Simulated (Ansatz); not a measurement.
# Yb2P6Os: the cost of one run

Program: Ansatz 0.2.0. Level of theory: DFT PBE, scalar-relativistic, plane waves, PAW. These are calculated values, not measurements.

## 1. The starting structure

It takes space group Fm-3m (No. 225, cubic). The conventional cell has a = 8.869 Å, b = 8.869 Å, c = 8.869 Å, α = 90.00°, β = 90.00°, γ = 90.00°. Yb (site symmetry -43m) has 12 P at 3.14 Å as nearest neighbours. P (site symmetry 4mm) is surrounded by 1 Os at 2.23 Å and 4 Yb at 3.14 Å. Os (site symmetry m-3m) is surrounded by 6 P at 2.23 Å.

Coordinates:

```
Yb P Os
1.0
     0.00000    4.43453    4.43453
     4.43453    0.00000    4.43453
     4.43453    4.43453    0.00000
Yb P Os
2 6 1
Cartesian
  2.2173 2.2173 2.2173
  6.6518 6.6518 6.6518
  4.4345 6.6438 4.4345
  4.4345 4.4345 2.2252
  4.4345 4.4345 6.6438
  4.4345 2.2252 4.4345
  6.6438 4.4345 4.4345
  2.2252 4.4345 4.4345
  0.0000 0.0000 0.0000
```

The cell is invented: species swapped into a database cell of Tl2TeCl6 (Fm-3m, No. 225), with Yb on the Tl sites, Os on the Te sites and P on the Cl sites. The dimensions are guesses.

## 2. A first look at the guess

input.yaml reads:

```yaml
crystal:
  lattice:
    - [0.0, 4.43453006, 4.43453006]
    - [4.43453006, 0.0, 4.43453006]
    - [4.43453006, 4.43453006, 0.0]
  atoms:
    - { symbol: Yb, position: [0.25, 0.25, 0.25] }
    - { symbol: Yb, position: [0.75, 0.75, 0.75] }
    - { symbol: P, position: [0.74910033, 0.25089967, 0.74910033] }
    - { symbol: P, position: [0.25089967, 0.25089967, 0.74910033] }
    - { symbol: P, position: [0.74910033, 0.74910033, 0.25089967] }
    - { symbol: P, position: [0.25089967, 0.74910033, 0.25089967] }
    - { symbol: P, position: [0.25089967, 0.74910033, 0.74910033] }
    - { symbol: P, position: [0.74910033, 0.25089967, 0.25089967] }
    - { symbol: Os, position: [0.0, 0.0, 0.0] }
basis:
  ecutwfc: 420
kpoints:
  mp_grid: { grid: [4, 4, 4] }
hamiltonian:
  xc: pbe
scf:
  occupations: { method: gaussian, width: 0.1 }
  lower_state_search: "off"
output:
  forces: true
  stress: true
  eigenvalues: true
```

Started as:

```
ansatz run input.yaml --threads 1 --pin off --max-ram 2048MiB --backend cpu --events-out ev --progress --plain --runs-dir out
```

**Question.** How long does this run take on 1 thread of Arm Neoverse V1, shared host, and how much memory does it need?

About 7.2 s, with a peak of 0.46 GiB.
